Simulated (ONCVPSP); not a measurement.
**Barium: generating and testing an ONCV potential**

Task: generate the file, and judge it by its errors in other configurations, its logarithmic derivatives, its ghosts and its cutoff.

Program: ONCVPSP 4.0.1. Reference atom: PBE, non-relativistic, spherical and spin-unpolarised. All values are calculated.

## Step 1: The atom and the settings

Typed settings, in words:

| Property | Result |
| --- | --- |
| element | barium (Ba, Z = 56) |
| type | optimised norm-conserving Vanderbilt (ONCV) |
| frozen core | [Kr] 4d10 |
| valence charge | 10 |
| reference configuration | 5s2 5p6 6s2 |
| partial waves | 5s+6s: rc 2.40 bohr, ncon 5, nbas 9, qcut 4.5 1/bohr, 2 projectors; 5p: rc 1.95 bohr, ncon 4, nbas 8, qcut 3.5 1/bohr, 2 projectors, debl 2.5 Ha; d scattering state at 0.21 Ha: rc 2.15 bohr, ncon 3, nbas 6, qcut 4 1/bohr, 3 projectors, debl 1 Ha |
| local potential | polynomial inside 1.55 bohr (lpopt 4, dvloc0 0 Ha) |
| core correction | Teter function, parameters optimised by the program |

An earlier all-electron run gives the scale for the radii.

All-electron outer shells of the reference configuration (PBE, non-relativistic, ld1.x):

```
shell  level (eV)  outermost node (bohr)  outermost maximum (bohr)
   5s      -31.40                   0.83                      1.53
   5p      -18.95                   0.87                      1.69
   6s       -3.13                   2.05                      4.32
   5d       -2.61                   0.99                      2.37
   6p       -1.36                   2.38                      5.40
```

## Step 2: Generating the potential

File Ba.dat:

```
# ATOM AND REFERENCE CONFIGURATION
# atsym  z   nc   nv     iexc    psfile
  Ba 56.00    9    3        4      upf
#
#   n    l    f
    1    0    2.00
    2    0    2.00
    2    1    6.00
    3    0    2.00
    3    1    6.00
    3    2   10.00
    4    0    2.00
    4    1    6.00
    4    2   10.00
    5    0    2.00
    5    1    6.00
    6    0    2.00
#
# PSEUDOPOTENTIAL AND OPTIMIZATION
# lmax
    2
#
#   l,   rc,      ep,       ncon, nbas, qcut
    0    2.40    0.00    5    9    4.50
    1    1.95    0.00    4    8    3.50
    2    2.15    0.21    3    6    4.00
#
# LOCAL POTENTIAL
# lloc, lpopt,  rc(5),   dvloc0
    4    4    1.55    0.00
#
# VANDERBILT-KLEINMAN-BYLANDER PROJECTORs
# l, nproj, debl
    0    2    2.80
    1    2    2.50
    2    3    1.00
#
# MODEL CORE CHARGE
# icmod, fcfact, rcfact
    4    0.55    0.00
#
# LOG DERIVATIVE ANALYSIS
# epsh1, epsh2, depsh
   -3.00    5.00    0.02
#
# OUTPUT GRID
# rlmax, drl
    6.00    0.01
#
# TEST CONFIGURATIONS
# ncnf
    4
# nvcnf
#   n    l    f
    3
    5    0    2.00
    5    1    6.00
    6    0    1.00
#
    3
    5    0    2.00
    5    1    6.00
    6    0    0.00
#
    3
    5    0    2.00
    5    1    6.00
    6    0    1.50
#
    4
    5    0    2.00
    5    1    6.00
    6    0    1.00
    5    2    1.00
#
```

The run is started by

```
oncvpspnr.x < Ba.dat > Ba.out
```

Q: Predict the outcome of this session. Wanted: cutoffs for 1 and 0.1 mHa per electron, occupied waves; bound ghosts; GHOST(+) flags; largest test error; largest phase difference near zero energy, channels read; rms error of d²Exc/dn², without and with the model core; projector energies reset by the program.

As calculated:

| quantity | value |
| --- | --- |
| cutoffs for 1 and 0.1 mHa per electron, occupied waves | 38 Ha and 53 Ha |
| bound ghosts | none found |
| GHOST(+) flags | s at 75 eV, d at 1050 eV (1 near or above the test basis's cutoff) |
| largest test error (AE − PS) | -2.7 meV, for 5s2 5p6 5d1 6s1 |
| largest phase difference near zero energy, channels read | 0.000 rad |
| rms error of d²Exc/dn², without and with the model core | 2.34 and 0.00 mHa |
| projector energies reset by the program | d: 0.050, 1.050, 2.050 Ha |

In words: The worst unpolarised test, 5s2 5p6 5d1 6s1, is off by 2.7 meV on 0.7 eV; by total energies transferability rates as very good. The potential is hard: the looser tolerance needs 38 Ha. At the looser tolerance the 5p wave is the slowest; 5s needs 9 Ha. It is free of bound ghosts as far as tested. Near zero energy the phases of the channels with partial waves agree within 0.001 rad. The program also flags highly localised states, GHOST(+) (s, d). A non-relativistic atom is unphysical at this Z; the numbers test the scheme, not the element. All of this concerns the isolated atom, not yet a solid.
